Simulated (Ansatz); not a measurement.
# V2O3F: energy against volume

This session on V2O3F sets out to follow energy and moments against volume.

Program: Ansatz 0.2.0. Level of theory: DFT PBEsol, scalar-relativistic, plane waves, PAW. These are calculated values, not measurements.

4 further runs of the same task are left out: 4 that didn't finish.

### 1 The structure to begin with

The structure is orthorhombic, space group Amm2 (No. 38). The conventional cell has a = 2.989 Å, b = 6.499 Å, c = 6.796 Å, α = 90.00°, β = 90.00°, γ = 90.00°. Around V (site symmetry mm2) lie 4 O at 1.95 to 1.98 Å and 2 F at 2.09 Å. V (site symmetry mm2) has 5 O at 1.88 to 1.97 Å and 1 F at 2.20 Å as nearest neighbours. O (site symmetry mm2) is surrounded by 3 V at 1.88 to 1.95 Å. O (site symmetry m) is surrounded by 3 V at 1.97 to 1.98 Å. F (site symmetry mm2) has 3 V at 2.09 to 2.20 Å as nearest neighbours.

Structure file:

```
V O F
1.0
     2.98941    0.00000    0.00000
     0.00000    3.24945    3.39790
     0.00000   -3.24945    3.39790
V O F
2 3 1
Direct
  0.00000 0.98195 0.98195
  0.50000 0.52091 0.52091
  0.50000 0.79712 0.79712
  0.00000 0.30482 0.69735
  0.00000 0.69735 0.30482
  0.50000 0.19785 0.19785
```

Source of the structure: the Materials Project (structure only). It is taken as it stands there.

### 2 The base input

input.yaml

```yaml
crystal:
  lattice:
    - [2.989414, 0.0, 0.0]
    - [0.0, 3.249451, 3.397903]
    - [0.0, -3.249451, 3.397903]
  atoms:
    - { symbol: V, position: [0.0, 0.981952, 0.981952], spin: 1.48 }
    - { symbol: V, position: [0.5, 0.520906, 0.520906], spin: 1.17 }
    - { symbol: O, position: [0.5, 0.797125, 0.797125] }
    - { symbol: O, position: [0.0, 0.304816, 0.697354] }
    - { symbol: O, position: [0.0, 0.697354, 0.304816] }
    - { symbol: F, position: [0.5, 0.197847, 0.197847] }
basis:
  ecutwfc: 420
kpoints:
  mp_grid: { grid: [12, 8, 8] }
hamiltonian:
  xc: pbesol
scf:
  occupations: { method: gaussian, width: 0.1 }
output:
  forces: true
  stress: true
  eigenvalues: true
  populations: true
  write_density: true
  write_potential: true
  elf: true
  volumetric_format: npy
magnetization:
  spin_polarized: true
```

Its results, from an earlier run: -1376.3200 eV/atom at zero smearing, pressure -15.49 GPa, largest force 0.637 eV/Å, no gap on the mesh, site moments V +1.34, V +1.06, O -0.09, O -0.08 (×2) μB, in 18 SCF cycles and 59 s.

### 3 V/V0 = 0.8, start: ferromagnetic

input.yaml

```yaml
crystal:
  lattice:
    - [2.7751261283, 0.0, 0.0]
    - [0.0, 3.0165230954, 3.1543337245]
    - [0.0, -3.0165230954, 3.1543337245]
  atoms:
    - { symbol: V, position: [0.0, 0.981952, 0.981952], spin: 2.0 }
    - { symbol: V, position: [0.5, 0.520906, 0.520906], spin: 2.0 }
    - { symbol: O, position: [0.5, 0.797125, 0.797125] }
    - { symbol: O, position: [0.0, 0.304816, 0.697354] }
    - { symbol: O, position: [0.0, 0.697354, 0.304816] }
    - { symbol: F, position: [0.5, 0.197847, 0.197847] }
basis:
  ecutwfc: 420
kpoints:
  mp_grid: { grid: [12, 8, 8] }
hamiltonian:
  xc: pbesol
scf:
  occupations: { method: gaussian, width: 0.1 }
  lower_state_search: "off"
output:
  forces: true
  stress: true
  eigenvalues: true
  populations: true
magnetization:
  spin_polarized: true
```

Command:

```console
$ ansatz run input.yaml --threads 1 --pin off --max-ram 2560MiB --backend cpu --events-out ev --progress --plain --runs-dir out
```

### 4 V/V0 = 0.86, start: ferromagnetic

input.yaml: that of step 3 with these lines changed.

```diff
@@ -2,5 +2,5 @@
   lattice:
-    - [2.7751261283, 0.0, 0.0]
-    - [0.0, 3.0165230954, 3.1543337245]
-    - [0.0, -3.0165230954, 3.1543337245]
+    - [2.8428386709, 0.0, 0.0]
+    - [0.0, 3.0901256775, 3.2312988594]
+    - [0.0, -3.0901256775, 3.2312988594]
   atoms:
```

### 5 V/V0 = 0.92, start: ferromagnetic

input.yaml: that of step 4 with these lines changed.

```diff
@@ -2,5 +2,5 @@
   lattice:
-    - [2.8428386709, 0.0, 0.0]
-    - [0.0, 3.0901256775, 3.2312988594]
-    - [0.0, -3.0901256775, 3.2312988594]
+    - [2.9074706533, 0.0, 0.0]
+    - [0.0, 3.1603797339, 3.3047624904]
+    - [0.0, -3.1603797339, 3.3047624904]
   atoms:
```

### 6 V/V0 = 0.96, start: ferromagnetic

input.yaml: that of step 5 with these lines changed.

```diff
@@ -2,5 +2,5 @@
   lattice:
-    - [2.9074706533, 0.0, 0.0]
-    - [0.0, 3.1603797339, 3.3047624904]
-    - [0.0, -3.1603797339, 3.3047624904]
+    - [2.9490115608, 0.0, 0.0]
+    - [0.0, 3.2055341165, 3.3519797624]
+    - [0.0, -3.2055341165, 3.3519797624]
   atoms:
```

### 7 V/V0 = 1.04, start: ferromagnetic

input.yaml: that of step 6 with these lines changed.

```diff
@@ -2,5 +2,5 @@
   lattice:
-    - [2.9490115608, 0.0, 0.0]
-    - [0.0, 3.2055341165, 3.3519797624]
-    - [0.0, -3.2055341165, 3.3519797624]
+    - [3.028752906, 0.0, 0.0]
+    - [0.0, 3.2922118379, 3.4426173777]
+    - [0.0, -3.2922118379, 3.4426173777]
   atoms:
```

### 8 V/V0 = 1.1, start: ferromagnetic

input.yaml: that of step 7 with these lines changed.

```diff
@@ -2,5 +2,5 @@
   lattice:
-    - [3.028752906, 0.0, 0.0]
-    - [0.0, 3.2922118379, 3.4426173777]
-    - [0.0, -3.2922118379, 3.4426173777]
+    - [3.0859126291, 0.0, 0.0]
+    - [0.0, 3.3543436534, 3.5075877011]
+    - [0.0, -3.3543436534, 3.5075877011]
   atoms:
```

### 9 V/V0 = 1.18, start: ferromagnetic

input.yaml: that of step 8 with these lines changed.

```diff
@@ -2,5 +2,5 @@
   lattice:
-    - [3.0859126291, 0.0, 0.0]
-    - [0.0, 3.3543436534, 3.5075877011]
-    - [0.0, -3.3543436534, 3.5075877011]
+    - [3.1589789587, 0.0, 0.0]
+    - [0.0, 3.4337657268, 3.5906381923]
+    - [0.0, -3.4337657268, 3.5906381923]
   atoms:
```

(Steps that only read results are left out.)

Q: Predict the outcome of the series: the values and the trend.

The runs gave:

| quantity | value |
| --- | --- |
| lowest point, start “ferromagnetic” | V/V0 = 0.92 |

**Reading.** For the start “ferromagnetic” the lowest point lies at V/V0 = 0.92. The pressure passes through zero near V/V0 = 0.921, about 10.14 Å³/atom. The largest site moment goes from 1.20 μB at the smallest volume to 1.47 μB at the largest, growing as the bands narrow. The listed cell is far from this method's equilibrium (-15.5 GPa, forces up to 0.64 eV/Å), so its values are not those of the relaxed crystal.
